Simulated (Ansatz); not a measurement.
# CCl₃F₃Ge: small, medium and large basis sets

The task here is to estimate one member of a computed series from the others.

Computed with Ansatz 0.2.0, Gaussian basis. Level: one geometry, several basis sets.

Plan: PBE0-D4/def2-SVP; ωB97M-V/def2-SVP; PBE0-D4/def2-QZVPP; ωB97M-V/def2-QZVPP; the functionals' def2-TZVPP values are taken from earlier runs.

## The geometry

An earlier PBE0-D4 in a triple-zeta def2 set relaxation fixed the geometry.

8 atoms, charge 0, spin multiplicity 1.

Atoms are counted from 1 here; the program's logs count them from 0.

Bond lengths: F1–C2 1.333 Å, C2–F3 1.333 Å, C2–F4 1.333 Å, C2–Ge5 2.014 Å, Ge5–Cl6 2.118 Å, Ge5–Cl7 2.118 Å, Ge5–Cl8 2.118 Å. Angles: F1–C2–F3 108.2°, F1–C2–F4 108.2°, F1–C2–Ge5 110.7°, F3–C2–F4 108.2°, F3–C2–Ge5 110.7°, F4–C2–Ge5 110.7°, C2–Ge5–Cl6 108.9°, C2–Ge5–Cl7 108.9°, C2–Ge5–Cl8 108.9°, Cl6–Ge5–Cl7 110.1°, Cl6–Ge5–Cl8 110.1°, Cl7–Ge5–Cl8 110.1°.

Set-up of the first run:

in.yaml reads:

```yaml
crystal:
  periodic: [false, false, false]
  atoms:
    - {symbol: F, position_ang: [0.926304, -0.876056, 1.539790]}
    - {symbol: C, position_ang: [0.874446, -0.623256, 0.231968]}
    - {symbol: F, position_ang: [0.816363, -1.787416, -0.414888]}
    - {symbol: F, position_ang: [2.004321, -0.008586, -0.118160]}
    - {symbol: Ge, position_ang: [-0.724738, 0.518526, -0.210741]}
    - {symbol: Cl, position_ang: [-0.571543, 2.349118, 0.842645]}
    - {symbol: Cl, position_ang: [-0.750627, 0.880338, -2.297036]}
    - {symbol: Cl, position_ang: [-2.482228, -0.509768, 0.370624]}
basis:
  gaussian: {orbitals: def2-SVP}
hamiltonian: {xc: pbe0, dispersion: d4}
output: {orbitals: {seedname: orbitals}}
```

Started as:

```
> ansatz run in.yaml --threads 2 --pin off --events-out ev --progress --plain --max-ram 32768MiB --backend cpu
```

Among the steps run: PBE0-D4 in def2-SVP; ωB97M-V in def2-SVP; PBE0-D4 in def2-QZVPP; ωB97M-V in def2-QZVPP.

One table of the session follows, with a row left open; its other results are not shown here.

It belongs to the step «Density functionals: the series». 

| functional | basis | HOMO (eV) |
| --- | --- | --- |
| PBE0-D4 | def2-SVP | ? |
| PBE0-D4 | def2-TZVPP | -9.59 |
| PBE0-D4 | def2-QZVPP | -9.62 |
| ωB97M-V | def2-SVP | -11.62 |
| ωB97M-V | def2-TZVPP | -11.77 |
| ωB97M-V | def2-QZVPP | -11.82 |

**Question.** Estimate the row for PBE0-D4, def2-SVP.

**Answer.** HOMO (eV): -9.48. In the column «HOMO (eV)» it is the highest.
